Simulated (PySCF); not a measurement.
**A diatomic session: TaCl−**

One job finds the state of TaCl−, follows it along the bond with each method and fits the curves.

Computed with PySCF 2.14.0. Level: Ta def2-TZVPPD with ECP60, Cl def2-TZVPPD, scalar-relativistic core potentials.

## 1. Set-up

A driver script around PySCF takes these settings:

* atoms: Ta, Cl
* charge: -1
* basis: Ta def2-TZVPPD with ECP60, Cl def2-TZVPPD
* Hamiltonian: scalar-relativistic core potentials
* basis functions: 110
* electrons treated: 31
* masses in u: 180.9480, 34.9689
* levels: PBE0, PBE, r²SCAN, B2PLYP, M06-2X, LDA, revPBE, PW91, ωB97X-V, HF, MP2, SCS-MP2, CCSD, CCSD(T)
* grid: 80 radial by 434 angular points
* occupations: held fixed by the projection of orbital angular momentum
* dissociation limit: Ta + Cl−, each in its ground configuration
* starting distance in angstrom: 2.430
* values of 2S to try: 1, 3, 5

On the command line:

```sh
> OMP_NUM_THREADS=2 python dia.py task.json out
```

After this run come: PBE0 along the bond; Excited determinants; PBE (GGA); r²SCAN; B2PLYP (double hybrid); M06-2X; LDA (local density); revPBE; PW91 (GGA); ωB97X-V; ROHF (mean field); MP2 and coupled cluster.

**Question.** What will these runs give? Wanted: for each run, Re; ωe; De; μ.

As calculated:

Lowest PBE0 solution found, without spin–orbit coupling: quartet, unpaired electrons π ↑, δ ↑↑. State 2 has its PBE0 minimum 0.02 eV higher. State 3 has its PBE0 minimum 0.30 eV higher. State 4 has its PBE0 minimum 0.34 eV higher. The other levels ran on the lowest alone.

```
       level  Re (Å)  ωe (cm⁻¹)  De (eV)  μ (D)
        ROHF   2.547      226.1     1.27  -0.58
    ROHF-MP2   2.386      282.6     1.83    n/a
ROHF-SCS-MP2   2.423      268.2     1.66    n/a
   ROHF-CCSD   2.423      279.6     1.81    n/a
ROHF-CCSD(T)   2.407      286.8     1.93    n/a
         LDA   2.320        317     2.54   0.00
         PBE   2.380      285.2     2.07   0.10
      revPBE   2.400      275.2     1.90   0.23
        PW91   2.380      285.7     2.07   0.02
      r²SCAN   2.397      286.2     2.09   0.65
        PBE0   2.392      285.5     1.97   0.13
      M06-2X   2.425      275.6     1.92  -0.63
     ωB97X-V   2.417      272.9     1.82  -0.25
      B2PLYP   2.416      270.7     1.71  -0.22
```

De is counted to Ta + Cl− in their ground configurations. A positive dipole points from Ta to Cl; in an ion it is taken about the centre of mass and does not tell which atom is negative.

Differences from CCSD(T) in the same basis:

```csv
level,Re (mÅ),ωe (%)
ROHF,+140,-21.2
ROHF-MP2,-21,-1.5
ROHF-SCS-MP2,+15,-6.5
ROHF-CCSD,+16,-2.5
LDA,-88,+10.7
PBE,-27,-0.6
revPBE,-7,-4.1
PW91,-28,-0.4
r²SCAN,-11,-0.2
PBE0,-16,-0.5
M06-2X,+18,-3.9
ωB97X-V,+10,-4.9
B2PLYP,+8,-5.6
```

Judged by CCSD(T) in the same basis: best bond length revPBE (-7 mÅ), worst ROHF (+140 mÅ); best wavenumber r²SCAN (-0.2 %), worst ROHF (-21.2 %). Of the levels with a De here, ROHF gives the least (1.27 eV) and LDA the most (2.54 eV).

Correlated steps freeze 5 core orbitals. These are scalar-relativistic numbers at best; spin–orbit coupling would shift them, the dissociation energy most. B2PLYP dipoles, levels and charges come from its SCF part alone. The state is the lowest single determinant that the PBE0 search found; with open d or f shells the true ground state can be another one. With some functionals the highest level of the anion is positive, from self-interaction error or because the anion is truly unbound there; the finite basis then holds the extra electron, and no neutral molecule was run to test the binding. With spin–orbit coupling the term label itself may not hold.
